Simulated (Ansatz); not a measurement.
# C₃H₆OZn: one species, many methods

Aim: compute C₃H₆OZn with functionals from several rungs and with coupled cluster. The yardstick is the atomisation energy at the CCSD(T) limit.

The runs use Ansatz 0.2.0, Gaussian basis; functionals in def2-TZVPP, the program's frozen cores in correlated methods.

The runs, in order: PBE-D4, r2SCAN-D4, PBE0-D4, B3LYP-D4, ωB97X-V, ωB97M-V, B2PLYP; CCSD(T)/def2-TZVPP; MP2/def2-QZVPP; extrapolation to the limit.

### 1 The relaxed structure

The geometry comes from an earlier relaxation with PBE0-D4 in a triple-zeta def2 set; it is a stationary point, not always the lowest conformer.

11 atoms, charge 0, spin multiplicity 1.

Atoms are counted from 1 here; the program's logs count them from 0.

Bond lengths: Zn1–C2 1.975 Å, Zn1–H6 1.544 Å, C2–C3 1.493 Å, C2–H7 1.093 Å, C2–H8 1.094 Å, C3–C4 1.458 Å, C3–O5 1.453 Å, C3–H9 1.089 Å, C4–O5 1.422 Å, C4–H10 1.089 Å, C4–H11 1.087 Å. Angles: C2–Zn1–H6 176.6°, Zn1–C2–C3 103.1°, Zn1–C2–H7 113.6°, Zn1–C2–H8 110.0°, C3–C2–H7 111.8°, C3–C2–H8 111.2°, H7–C2–H8 107.2°, C2–C3–C4 121.3°, C2–C3–O5 114.8°, C2–C3–H9 118.8°, C4–C3–O5 58.5°, C4–C3–H9 116.3°, O5–C3–H9 111.3°, C3–C4–O5 60.6°, C3–C4–H10 118.9°, C3–C4–H11 120.4°, O5–C4–H10 115.4°, O5–C4–H11 114.9° and more.

As a file:

```xyz
11
charge 0, multiplicity 1
Zn   -0.0767    1.8992    0.4633
C     1.0472    0.4795   -0.3253
C     0.3806   -0.7739    0.1362
C    -0.9902   -1.0890   -0.2489
O    -0.7305   -0.5718    1.0499
H    -0.8958    3.0699    1.0473
H     1.1116    0.5280   -1.4154
H     2.0671    0.5514    0.0625
H     0.9999   -1.6142    0.4453
H    -1.5159   -0.4158   -0.9239
H    -1.3318   -2.1203   -0.2706
```

### 2 PBE-D4 (GGA)

in.yaml reads:

```yaml
crystal:
  periodic: [false, false, false]
  atoms:
    - {symbol: Zn, position_ang: [-0.076736, 1.899203, 0.463322]}
    - {symbol: C, position_ang: [1.047187, 0.479502, -0.325305]}
    - {symbol: C, position_ang: [0.380586, -0.773908, 0.136158]}
    - {symbol: C, position_ang: [-0.990225, -1.089021, -0.248883]}
    - {symbol: O, position_ang: [-0.730488, -0.571839, 1.049939]}
    - {symbol: H, position_ang: [-0.895836, 3.069858, 1.047316]}
    - {symbol: H, position_ang: [1.111581, 0.527994, -1.415439]}
    - {symbol: H, position_ang: [2.067124, 0.551420, 0.062533]}
    - {symbol: H, position_ang: [0.999894, -1.614205, 0.445330]}
    - {symbol: H, position_ang: [-1.515928, -0.415779, -0.923851]}
    - {symbol: H, position_ang: [-1.331760, -2.120326, -0.270622]}
basis:
  gaussian: {orbitals: def2-TZVPP}
hamiltonian: {xc: pbe, dispersion: d4}
output: {forces: true, orbitals: {seedname: orbitals}}
```

Launch:

```bash
> ansatz run in.yaml --threads 2 --pin off --events-out ev --progress --plain --max-ram 22528MiB --backend cuda --devices 0, --max-vram 18GiB
```

Further steps of the session: r2SCAN-D4 (meta-GGA); PBE0-D4 (hybrid); B3LYP-D4 (hybrid); ωB97X-V (range-separated); ωB97M-V (range-separated); B2PLYP (double hybrid); CCSD(T) in def2-TZVPP; MP2 in def2-QZVPP.

Before running them: what should the planned runs give, taken together? Wanted: atomisation energy, CCSD(T)/CBS; farthest; mean size of error, hybrid; mean size of error, range-separated; gap, smallest and largest; T1 diagnostic; triples share of the correlation energy.

As calculated:

| quantity | value |
| --- | --- |
| atomisation energy, CCSD(T)/CBS | 3924.5 kJ/mol |
| functionals within 19.6 kJ/mol (0.5 %) | B3LYP-D4 |
| farthest | PBE-D4 (+119.1 kJ/mol) |
| mean size of error, hybrid | 28.0 kJ/mol |
| mean size of error, range-separated | 27.6 kJ/mol |
| gap, smallest and largest | 5.14 eV (PBE-D4), 11.03 eV (ωB97X-V) |
| T1 diagnostic | 0.0139 |
| triples share of the correlation energy | 3.7 % |

What this shows: PBE-D4 is off by +119.1 kJ/mol. Double hybrids carry the basis error of their MP2 part in triple zeta, and no dispersion term here, so their miss is partly the set-up's. Misses under about 19.6 kJ/mol are within the doubt on the reference itself, which lacks core-valence correlation, relativity and higher excitations. Hartree-Fock recovers 71 % of the binding; the rest is correlation. The gap grows from 5.1 to 11.0 eV across the functionals, mostly with the share of exact exchange. For Zn the d shell is correlated and the shells below it are frozen.
